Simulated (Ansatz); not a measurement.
**SrCl2: a tetragonal deformation path**

The task here is to estimate one member of a computed series from the others.

Program: Ansatz 0.2.0. Level of theory: DFT r2SCAN, scalar-relativistic, plane waves, PAW. These are calculated values, not measurements.

### Starting point

Symmetry: Fm-3m, No. 225, cubic system. The conventional cell has a = 6.971 Å, b = 6.971 Å, c = 6.971 Å, α = 90.00°, β = 90.00°, γ = 90.00°. Around Sr (site symmetry m-3m) lie 8 Cl at 3.02 Å. Cl (site symmetry -43m) has 4 Sr at 3.02 Å in its first shell of neighbours.

Coordinates:

```cif
data_structure
_symmetry_space_group_name_H-M 'P 1'
_symmetry_Int_Tables_number 1
_cell_length_a 4.9292
_cell_length_b 4.9292
_cell_length_c 4.9292
_cell_angle_alpha 60.000
_cell_angle_beta 60.000
_cell_angle_gamma 60.000
_cell_volume 84.69
loop_
_atom_site_label
_atom_site_type_symbol
_atom_site_fract_x
_atom_site_fract_y
_atom_site_fract_z
_atom_site_occupancy
Sr1 Sr 0.00000 0.00000 0.00000 1
Cl1 Cl 0.25000 0.25000 0.25000 1
Cl2 Cl 0.75000 0.75000 0.75000 1
```

The cell is taken as given, not relaxed at this level.

Set-up of the first run:

Contents of input.yaml:

```yaml
crystal:
  lattice:
    - [0.0, 3.4855, 3.4855]
    - [3.4855, 0.0, 3.4855]
    - [3.4855, 3.4855, 0.0]
  atoms:
    - { symbol: Sr, position: [0.0, 0.0, 0.0] }
    - { symbol: Cl, position: [0.25, 0.25, 0.25] }
    - { symbol: Cl, position: [0.75, 0.75, 0.75] }
basis:
  ecutwfc: 500
kpoints:
  mp_grid: { grid: [6, 6, 6] }
hamiltonian:
  xc: r2scan
scf:
  occupations: { method: gaussian, width: 0.05 }
output:
  forces: true
  stress: true
  eigenvalues: true
```

On the command line:

```console
$ ansatz run input.yaml --threads 1 --pin off --max-ram 2560MiB --backend cpu --events-out ev --progress --plain --runs-dir out
```

Steps of the session up to this table: Zero of the scan; ρ = 0.707; ρ = 1.414; At ρ = 0.850; At ρ = 1.200; ρ = 0.780; ρ = 1.300; ρ = 0.920; Point ρ = 1.100; ρ = 0.650; Point ρ = 1.500; Point ρ = 0.960; At ρ = 1.050.

One of the session's tables, all rows but one given; the rest of the session is left out.

Collected from the runs (energy zero: the undisturbed cell):

| ρ | ΔE (meV/atom) | pressure (GPa) | gap on the mesh (eV) |
| --- | --- | --- | --- |
| 0.650 | 884.5 | 6.4 | 0.32 |
| 0.707 | 513.8 | 3.6 | 1.93 |
| 0.780 | 236.2 | 1.7 | 3.47 |
| 0.850 | 93.5 | 0.8 | 4.57 |
| 0.920 | 23.4 | 0.5 | 5.38 |
| 0.960 | 5.5 | 0.4 | 5.73 |
| 1.000 | 0.0 | 0.4 | 5.98 |
| 1.050 | 7.7 | 0.4 | 5.75 |
| 1.100 | 29.2 | 0.5 | 5.36 |
| 1.200 | 108.3 | 0.6 | 4.45 |
| 1.300 | ? | ? | ? |
| 1.414 | 421.1 | 1.3 | 2.39 |
| 1.500 | 598.7 | 1.8 | 1.54 |

**Question.** Estimate the row for ρ = 1.300.

Worked estimate for «ΔE (meV/atom)». A straight line through the neighbours (1.200, 108.3) and (1.414, 421.1) gives 108.3 + (421.1 − 108.3) × (1.300 − 1.200) / (1.414 − 1.200) = 254.5; a parabola fitted to 4 rows on both sides gives 230.8.

As computed: ΔE (meV/atom): 231.0; pressure (GPa): 0.9; gap on the mesh (eV): 3.50. In «ΔE (meV/atom)» the line misses by +23.5 and the parabola by -0.2.
